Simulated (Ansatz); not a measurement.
Turn this script for Ansatz's Python interface into the input file that the command-line program reads.

Interactive session:
```pycon
>>> import ansatz as az
>>> import numpy as np
>>> geometry = (
...     az.Crystal.molecule()
...     .atom("O", (-0.743, -0.9169, 1.5362))
...     .atom("C", (-0.2458, -0.5274, 0.4466))
...     .atom("B", (0.1995, 0.5505, -0.478))
...     .atom("O", (0.4579, -0.8636, -0.801))
...     .atom("H", (0.3814, 1.6837, -0.7451))
... )
>>> model = (
...     geometry.calculation()
...     .basis(gaussian="6-31G")
...     .functional("pbe", dispersion="d4")
...     .md("nve", timestep=0.25, steps=30, temperature=500, initial_velocities="maxwell_boltzmann", seed=19)
... )
>>> frames = []
>>> model.session().plan().execute(on_event=lambda e: frames.append(e["data"]) if e["event"] == "md_step" else None)
<ansatz.RunOutcome object at 0x...>
>>> print("t (fs)   E_pot (eV)      E_kin (eV)   T (K)   d(0-1) (A)")
t (fs)   E_pot (eV)      E_kin (eV)   T (K)   d(0-1) (A)
>>> for f in frames[::3]:
...     xyz = np.array(f["positions_ang"])
...     print(f"{f['time_fs']:6.2f} {f['lagrangian_ev']:14.5f} {f['e_kin_ev']:10.5f} {f['temperature_k']:8.1f} {np.linalg.norm(xyz[0] - xyz[1]):9.4f}")
...
  0.00    -5813.70677    0.19389    500.0    1.2594
  0.75    -5813.68290    0.17005    438.5    1.2663
  1.50    -5813.66965    0.15682    404.4    1.2702
  2.25    -5813.67126    0.15846    408.6    1.2709
  3.00    -5813.69130    0.17851    460.3    1.2684
  3.75    -5813.73082    0.21801    562.2    1.2628
  4.50    -5813.78712    0.27426    707.3    1.2541
  5.25    -5813.85365    0.34072    878.7    1.2429
  6.00    -5813.92102    0.40803   1052.2    1.2297
  6.75    -5813.97932    0.46627   1202.4    1.2152
  7.50    -5814.02115    0.50809   1310.2    1.2004
>>> kept = np.array([f["conserved_ev"] for f in frames])
>>> print(f"conserved energy moves by at most {1000 * np.ptp(kept):.3f} meV")
conserved energy moves by at most 0.271 meV
```

`input.yaml`:
```yaml
crystal:
  periodic: [false, false, false]
  atoms:
    - { symbol: O, position_ang: [-0.743, -0.9169, 1.5362] }
    - { symbol: C, position_ang: [-0.2458, -0.5274, 0.4466] }
    - { symbol: B, position_ang: [0.1995, 0.5505, -0.478] }
    - { symbol: O, position_ang: [0.4579, -0.8636, -0.801] }
    - { symbol: H, position_ang: [0.3814, 1.6837, -0.7451] }
basis:
  gaussian:
    orbitals: "6-31G"
hamiltonian:
  xc: pbe
  dispersion: d4
md:
  timestep: 0.25
  n_steps: 30
  ensemble: nve
  temperature: 500.0
  initial_velocities: maxwell_boltzmann
  seed: 19
```

Notes:
- Total energies depend on the basis set; only differences at equal settings carry meaning.
- The trajectory is only some femtoseconds long, so its temperature is not equilibrated; where the script doesn't relax first, it starts from a rough generated geometry.
- The temperature counts the internal degrees of freedom alone.
- Hardware and time: 16 s on 1 thread of Intel(R) Xeon(R) 6975P-C (Granite Rapids) (shared host), peak memory 0.16 GiB.

(Lines on the test bed's own set-up are left out of the output.)
